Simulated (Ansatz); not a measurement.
Input of an Ansatz 0.2.0 run:

File input.yaml:

```yaml
crystal:
  lattice:
    - [2.41418, -8.12947, -0.00361]
    - [2.41418, 8.12947, -0.00361]
    - [-0.98872, 0.0, 4.73072]
  atoms:
    - { symbol: Hf, position: [0.0, 0.0, 0.0] }
    - { symbol: In, position: [0.66321, 0.33679, 0.0] }
    - { symbol: In, position: [0.16197, 0.83803, 0.5] }
    - { symbol: In, position: [0.33679, 0.66321, 0.0] }
    - { symbol: In, position: [0.83803, 0.16197, 0.5] }
    - { symbol: Si, position: [0.5, 0.5, 0.5] }
    - { symbol: O, position: [0.73033, 0.73033, 0.27051] }
    - { symbol: O, position: [0.26967, 0.26967, 0.72949] }
    - { symbol: O, position: [0.19575, 0.35695, 0.27609] }
    - { symbol: O, position: [0.64305, 0.80425, 0.72391] }
    - { symbol: O, position: [0.80425, 0.64305, 0.72391] }
    - { symbol: O, position: [0.35695, 0.19575, 0.27609] }
hamiltonian:
  xc: blyp
  pseudopotentials: { kind: paw }
kpoints:
  mp_grid: { grid: [6, 6, 6] }
  band_path:
    path:
      - [[0.0, 0.0, 0.0], [-0.2720473202, -0.2720473202, 0.0090939946], [-0.31470698, -0.31470698, 0.423571041], [-0.2293876604, -0.2293876604, 0.5946169483], [0.0, 0.0, 0.5], [-0.5, 0.5, 0.5], [-0.68529302, 0.31470698, 0.576428959]]
      - [[-0.7706123396, 0.2293876604, 0.4053830517], [-0.7279526798, 0.2720473202, -0.0090939946], [-0.5, 0.5, 0.0], [0.0, 0.0, 0.0], [-0.5, 0.0, 0.0]]
      - [[-0.5, 0.0, 0.5], [0.0, 0.0, 0.0]]
    npoints: 10
scf:
  occupations: { method: fermi_dirac, width: 0.05 }
  n_extra_bands: 30
output:
  forces: true
  stress: true
  eigenvalues: true
  fatbands: false
```

Potentials or basis: Ansatz PAW.

Command:

```sh
$ ansatz run input.yaml --threads 8 --pin off --max-ram 20480MiB --backend cpu --events-out ev --progress --plain --runs-dir out
```

**Question.** Estimate the largest force.

**Answer.** 0.132 eV/Å.

**Question.** Predict the band gap on the k mesh.

**Answer.** None (metal or under the smearing width).

**Question.** Estimate the pressure.

**Answer.** 4.7 GPa.

Forces in eV/Å, atoms in the order of the input:
```
Hf   0.000  0.000  0.000
In   0.000 -0.119  0.000
In   0.000 -0.132  0.000
In   0.000  0.119  0.000
In   0.000  0.132  0.000
Si   0.000  0.000  0.000
O   -0.062  0.000  0.051
O    0.062  0.000 -0.051
O    0.009 -0.009  0.001
O   -0.009 -0.009 -0.001
O   -0.009  0.009 -0.001
O    0.009  0.009  0.001
```

Caveat: the pressure holds a Pulay correction of +0.5 GPa for the finite cutoff; spin-orbit coupling is left out, which moves the levels of the heavy elements; the PAW data sets come from PBE, with cores solved anew for the run's functional, which leaves a small shift of forces and pressure.
